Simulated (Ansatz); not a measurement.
# CH3InO2: small, medium and large basis sets

An exercise on one series of results from a longer session: the logs are not shown, and one member is left open.

Method: one geometry, several basis sets; program: Ansatz 0.2.0, Gaussian basis.

Levels to be run: PBE0-D4/def2-SVP; ωB97M-V/def2-SVP; PBE0-D4/def2-QZVPP; ωB97M-V/def2-QZVPP; the functionals' def2-TZVPP values are taken from earlier runs.

## The geometry

An earlier PBE0-D4 in a triple-zeta def2 set relaxation fixed the geometry. In takes the def2 core potential; no spin-orbit term is included.

7 atoms, charge 0, spin multiplicity 1.

Atoms are counted from 1 here; the program's logs count them from 0.

Bond lengths: O1–C3 1.455 Å, O1–H5 0.961 Å, In2–O4 2.094 Å, C3–O4 1.343 Å, C3–H6 1.104 Å, C3–H7 1.105 Å. Angles: C3–O1–H5 111.1°, O1–C3–O4 107.2°, O1–C3–H6 107.6°, O1–C3–H7 107.7°, O4–C3–H6 112.5°, O4–C3–H7 112.9°, H6–C3–H7 108.7°, In2–O4–C3 112.7°.

The first run:

The input, in.yaml:

```yaml
crystal:
  periodic: [false, false, false]
  atoms:
    - {symbol: O, position_ang: [-0.721517, 0.686880, -0.059909]}
    - {symbol: In, position_ang: [-0.875343, -1.032927, -2.056705]}
    - {symbol: C, position_ang: [0.390961, -0.139140, 0.384485]}
    - {symbol: O, position_ang: [0.485212, -1.170633, -0.470305]}
    - {symbol: H, position_ang: [-0.688723, 1.557973, 0.345302]}
    - {symbol: H, position_ang: [0.174440, -0.464711, 1.416523]}
    - {symbol: H, position_ang: [1.296172, 0.494659, 0.394908]}
basis:
  gaussian: {orbitals: def2-SVP}
hamiltonian: {xc: pbe0, dispersion: d4}
output: {orbitals: {seedname: orbitals}}
```

Command:

```bash
ansatz run in.yaml --threads 2 --pin off --events-out ev --progress --plain --max-ram 4352MiB
```

Steps of the session up to this table: PBE0-D4 in def2-SVP; ωB97M-V in def2-SVP; PBE0-D4 in def2-QZVPP; ωB97M-V in def2-QZVPP.

One of the session's tables, all rows but one given; the rest of the session is left out.

It belongs to the step «Density functionals: the series». 

```
functional       basis  HOMO (eV)
   PBE0-D4    def2-SVP      -6.43
   PBE0-D4  def2-TZVPP      -6.55
   PBE0-D4  def2-QZVPP      -6.59
   ωB97M-V    def2-SVP      -8.53
   ωB97M-V  def2-TZVPP      -8.67
   ωB97M-V  def2-QZVPP          ?
```

**Question.** Estimate the row for ωB97M-V, def2-QZVPP.

As computed: HOMO (eV): -8.71. In the column «HOMO (eV)» it is the lowest.
